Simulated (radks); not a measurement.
**Nuclear size and the levels of Tb⁺**

One table from this session's results is given with a row withheld; the runs are named, their logs left out.

Method: Dirac Kohn-Sham, LDA (Slater exchange, Perdew-Wang correlation), spin-unpolarised, spherical densities, finite nucleus; open shells are shared between the two j in proportion to 2j + 1. Code: radks (a radial shooting solver on a logarithmic mesh, Libxc functionals) version 1.

## The atom as given

- element: terbium (Z = 65)
- charge: +1
- electrons: 64
- configuration: [Xe] 4f9 6s1
- nuclear rms radius: 5.06 fm

The outer shells:

Tb⁺
```
[Xe] core
4f [↑↓][↑↓][↑ ][↑ ][↑ ][↑ ][↑ ]
6s [↑ ]
```

Set-up of the first run:

The run's settings:

```text
Z 65
configuration [Xe] 4f9 6s1 5d0 6p0
relativity Dirac
functional lda,pw
spin unpolarised
j_filling average
nucleus finite rms 5.06 fm
c 137.035999084
```

Among the steps run: rms radius 5.06 fm.

One of the session's tables, all rows but one given; the rest of the session is left out.

It belongs to the step «rms radius 5.06 fm». Sizes of the orbitals, from the radial functions (bohr):

| level | <r> | outermost maximum (interpolated) | 90 % within | nodes |
| --- | --- | --- | --- | --- |
| 5p3/2 | ? | ? | ? | ? |
| 4f5/2 | 0.8915 | 0.552 | 1.56 | 0 |
| 4f7/2 | 0.9113 | 0.557 | 1.61 | 0 |
| 6s1/2 | 3.717 | 3.26 | 5.40 | 5 |
| 5d3/2 | 2.738 | 2.01 | 4.39 | 2 |
| 5d5/2 | 2.816 | 2.07 | 4.51 | 2 |
| 6p1/2 | 4.597 | 4.02 | 6.70 | 4 |
| 6p3/2 | 4.842 | 4.27 | 7.03 | 4 |

Estimate the missing values for 5p3/2.

The run gave: <r>: 1.604; outermost maximum (interpolated): 1.37; 90 % within: 2.37; nodes: 3. In the column «<r>» it lies between 4f7/2 (0.9113) and 5d3/2 (2.738).
